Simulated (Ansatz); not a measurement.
# CH8BGeN: one species, many methods

An exercise on one series of results from a longer session: the logs are not shown, and one member is left open.

Method: functionals in def2-TZVPP, the program's frozen cores in correlated methods; program: Ansatz 0.2.0, Gaussian basis.

The runs, in order: LDA (SPW92), PBE-D4, revPBE-D4, BLYP-D4, r2SCAN-D4, B97M-V, PBE0-D4, B3LYP-D4, r2SCANh-D4, r2SCAN0-D4, HSE06-D4, BHLYP-D4, CAM-B3LYP-D4, LC-ωPBE, ωB97X-V, ωB97M-V, B2PLYP, PBE-QIDH; CCSD(T)/def2-SVP; CCSD(T)/def2-TZVPP; MP2/def2-QZVPP; extrapolation to the limit; RPA on PBE.

## The relaxed structure

All runs share one geometry, relaxed beforehand with PBE0-D4 in a triple-zeta def2 set.

SMILES `[BH2][GeH]([CH3])[NH2]`, 12 atoms, charge 0, spin multiplicity 1.

Atoms are counted from 1 here; the program's logs count them from 0.

Bond lengths: B1–Ge2 2.057 Å, B1–H5 1.196 Å, B1–H6 1.196 Å, Ge2–C3 1.972 Å, Ge2–N4 1.851 Å, Ge2–H7 1.546 Å, C3–H8 1.091 Å, C3–H9 1.091 Å, C3–H10 1.092 Å, N4–H11 1.011 Å, N4–H12 1.011 Å. Angles: Ge2–B1–H5 121.8°, Ge2–B1–H6 120.5°, H5–B1–H6 117.7°, B1–Ge2–C3 109.8°, B1–Ge2–N4 109.2°, B1–Ge2–H7 112.3°, C3–Ge2–N4 113.2°, C3–Ge2–H7 107.2°, N4–Ge2–H7 105.1°, Ge2–C3–H8 110.8°, Ge2–C3–H9 109.5°, Ge2–C3–H10 110.7°, H8–C3–H9 108.5°, H8–C3–H10 108.7°, H9–C3–H10 108.6°, Ge2–N4–H11 114.0°, Ge2–N4–H12 114.9°, H11–N4–H12 108.3°.

The first run:

in.yaml reads:

```yaml
crystal:
  periodic: [false, false, false]
  atoms:
    - {symbol: B, position_ang: [-1.181606, 1.463315, 0.725840]}
    - {symbol: Ge, position_ang: [-0.028570, -0.226130, 0.508531]}
    - {symbol: C, position_ang: [1.538834, 0.173913, -0.620151]}
    - {symbol: N, position_ang: [-1.076694, -1.597662, -0.161024]}
    - {symbol: H, position_ang: [-2.251213, 1.567808, 0.201255]}
    - {symbol: H, position_ang: [-0.777963, 2.395692, 1.356563]}
    - {symbol: H, position_ang: [0.503697, -0.750543, 1.861648]}
    - {symbol: H, position_ang: [1.226584, 0.523857, -1.605419]}
    - {symbol: H, position_ang: [2.136268, -0.730696, -0.746549]}
    - {symbol: H, position_ang: [2.162344, 0.941125, -0.157102]}
    - {symbol: H, position_ang: [-1.589494, -1.351794, -0.996543]}
    - {symbol: H, position_ang: [-0.585089, -2.463985, -0.332948]}
basis:
  gaussian: {orbitals: def2-TZVPP}
hamiltonian: {xc: lda}
output: {orbitals: {seedname: orbitals}}
```

Steps of the session up to this table: LDA; PBE-D4 (GGA); revPBE-D4 (GGA); BLYP-D4 (GGA); r2SCAN-D4 (meta-GGA); B97M-V (meta-GGA); PBE0-D4 (hybrid); B3LYP-D4 (hybrid); r2SCANh-D4 (hybrid); r2SCAN0-D4 (hybrid); HSE06-D4 (hybrid); BHLYP-D4 (hybrid); CAM-B3LYP-D4 (range-separated); LC-ωPBE (range-separated); ωB97X-V (range-separated); ωB97M-V (range-separated); B2PLYP (double hybrid); PBE-QIDH (double hybrid).

One table of the session follows, with a row left open; its other results are not shown here.

It belongs to the step «Orbital energies across the functionals». 

```
  functional  HOMO (eV)  LUMO (eV)  gap (eV)
 LDA (SPW92)      -5.67      -3.55      2.13
      PBE-D4          ?          ?         ?
   revPBE-D4      -5.48      -3.14      2.33
     BLYP-D4      -5.41      -3.10      2.31
   r2SCAN-D4      -5.82      -2.91      2.91
      B97M-V      -5.95      -3.04      2.91
     PBE0-D4      -6.92      -2.27      4.66
    B3LYP-D4      -6.68      -2.48      4.20
  r2SCANh-D4      -6.34      -2.57      3.77
  r2SCAN0-D4      -7.12      -2.07      5.06
    HSE06-D4      -6.52      -2.65      3.87
    BHLYP-D4      -8.21      -1.22      6.99
CAM-B3LYP-D4      -8.32      -1.16      7.16
     LC-ωPBE      -9.70       0.07      9.76
     ωB97X-V      -9.34      -0.07      9.27
     ωB97M-V      -9.24      -0.34      8.90
```

**Question.** Estimate the row for PBE-D4.

The run gave: HOMO (eV): -5.53; LUMO (eV): -3.27; gap (eV): 2.27. In the column «HOMO (eV)» it lies between LDA (SPW92) (-5.67) and revPBE-D4 (-5.48).
